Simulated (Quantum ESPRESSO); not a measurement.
Crystal: Ge3Pd.

```
Pd Ge
1.0
     4.14202    0.00000    0.00000
     0.00000    4.14202    0.00000
     0.00000    0.00000    4.14202
Pd Ge
1 3
Cartesian
  0.0000 0.0000 0.0000
  2.0710 2.0710 0.0000
  2.0710 0.0000 2.0710
  0.0000 2.0710 2.0710
```

The cell comes from a database or a generator and needn't be the stable form of this composition.

```yaml
Program: Quantum ESPRESSO 7.5
Task: phonons and electron-phonon coupling
Functional: PBEsol
Potentials_or_basis: GBRV 1.5 PBEsol
Cutoff: 612 eV
Density_cutoff: 4898 eV
k_mesh: 3 × 3 × 3
Occupations: methfessel-paxton, width 0.272 eV
Spin: no spin polarisation
Mixing_beta: 0.5
Most_SCF_iterations: 120
SCF_threshold: 8e-10 Ry
q_mesh: 3 × 3 × 3
```

The cell and the atoms were relaxed first, to 16.81 Å³/atom (a = 4.066 Å, b = 4.066 Å, c = 4.066 Å, α = 90.00°, β = 90.00°, γ = 90.00°), and the response was taken there.

Question: Is this structure dynamically stable at this level, and how far does the spectrum reach?

Answer: No: the interpolated spectrum has imaginary modes, down to 91i cm⁻¹ near X. The highest frequency is 200 cm⁻¹.

Phonon frequencies at the corners of the path (cm⁻¹, interpolated; i marks imaginary ones):
| point | frequencies |
| --- | --- |
| Γ | 71i 71i 71i 0 0 0 58 58 58 116 116 116 |
| X | 91i 44i 44i 38i 38i 62 62 76 91 91 102 119 |
| M | 52i 13i 8 8 66 70 88 94 94 96 106 106 |
| R | 87i 87i 87i 81i 81i 39i 39i 39i 131 131 131 200 |

Phonon states per cell in windows of 20 cm⁻¹ (negative: imaginary):
| from (cm⁻¹) | total | Pd | Ge |
| --- | --- | --- | --- |
| -100 | 0.59 | 0.32 | 0.27 |
| -80 | 1.48 | 0.69 | 0.79 |
| -60 | 0.97 | 0.40 | 0.57 |
| -40 | 0.60 | 0.23 | 0.37 |
| -20 | 0.56 | 0.23 | 0.33 |
| 0 | 0.44 | 0.18 | 0.26 |
| 20 | 0.86 | 0.25 | 0.61 |
| 40 | 1.12 | 0.27 | 0.85 |
| 60 | 1.29 | 0.16 | 1.13 |
| 80 | 0.81 | 0.06 | 0.74 |
| 100 | 1.86 | 0.13 | 1.73 |
| 120 | 1.24 | 0.07 | 1.17 |
| 140 | 0.09 | 0.00 | 0.09 |
| 160 | 0.06 | 0.00 | 0.06 |
| 180 | 0.02 | 0.00 | 0.02 |

Caveat: the k mesh is coarse (spacing up to 0.51 Å⁻¹), so the values aren't converged; the mesh is thin for the phonons of a metal; some modes are imaginary; the interpolated spectrum has imaginary branches, which spoil the λ, ω_log and α²F that the log prints; λ from interpolated matrix elements is rough: modes that symmetry makes equal can differ by tens of percent.
